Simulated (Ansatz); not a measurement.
Crystal: HPbNO4.

```
H Pb N O
1.0
     4.27531   -0.00040    0.00636
    -2.08399    5.20775   -0.04907
    -2.12377   -1.86574    4.91491
H Pb N O
1 1 1 4
Direct
  0.99073 0.03330 0.90994
  0.50274 0.81989 0.14287
  0.00838 0.47408 0.50265
  0.99816 0.92741 0.02877
  0.19467 0.73435 0.60852
  0.81673 0.35882 0.24556
  0.01381 0.33121 0.65217
```

The cell was built by a generator and needn't be a form met in nature.

Base run:

| Item | Value |
| --- | --- |
| Program | Ansatz 0.2.0 |
| Functional | PBE |
| Potentials or basis | Ansatz PAW |
| Cutoff | 420 eV (not typed: the program's choice for these potentials) |
| k mesh | 8 × 6 × 6 |
| Occupations | fermi-dirac, width 0.05 eV |
| Spin | no spin polarisation |

Its results: band gap on the k mesh 2.82 eV, indirect (least direct gap 3.16 eV); pressure 0.0 GPa; largest force 0.005 eV/Å.

Q: The run is repeated on the same cell with these changes: functional from PBE to PBE0; k mesh from 8 × 6 × 6 to 4 × 3 × 3. What comes out?

A: Band gap on the k mesh 4.95 eV, indirect (least direct gap 5.24 eV); pressure -4.0 GPa; largest force 1.546 eV/Å.

Several settings changed at once, so the effect can't be laid on one alone.

Caveats: some runs use coarse meshes; spin-orbit coupling is left out, which as a rule narrows the gap of such compounds by several tenths of an eV; odd divisions of the mesh miss points on the zone boundary, where band edges often lie, so the gap on the mesh can be too wide (some runs); the PAW data sets come from PBE, with cores solved anew for the run's functional, which leaves a small shift of forces and pressure (some runs); forces of over 1 eV/Å show positions far from the minimum, so gaps and moduli don't describe the material at rest (some runs); the thresholds are loose for stress (some runs).

A k mesh can miss the band edges.
